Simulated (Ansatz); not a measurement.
Crystal: NbTe.

```xyz
2
Lattice="3.7030 0.0000 0.0000 -1.8515 3.2069 0.0000 0.0000 0.0000 3.6942" Properties=species:S:1:pos:R:3 pbc="T T T"
Te    1.8515    1.0690    0.0000
Nb    0.0000    0.0000    1.8471
```

The cell comes from a database or a generator and needn't be the stable form of this composition.

Base run:

```yaml
Program: Ansatz 0.2.0
Functional: PBEsol
Potentials_or_basis: Ansatz PAW
Cutoff: "420 eV (not typed: the program's choice for these potentials)"
k_mesh: 8 × 8 × 7
Occupations: fermi-dirac, width 0.05 eV
Spin: no spin polarisation
```

Its results: band gap on the k mesh none (metal or under the smearing width); pressure -5.2 GPa.

Problem. The run is repeated on the same cell with these changes: functional from PBEsol to BLYP. What comes out?

Solution. Band gap on the k mesh none (metal or under the smearing width); pressure 6.6 GPa.

BLYP binds less tightly than PBEsol, so the same cell stands under more pressure.

Caveats: spin-orbit coupling is left out, which moves the levels of the heavy elements; the PAW data sets come from PBE, with cores solved anew for the run's functional, which leaves a small shift of forces and pressure.
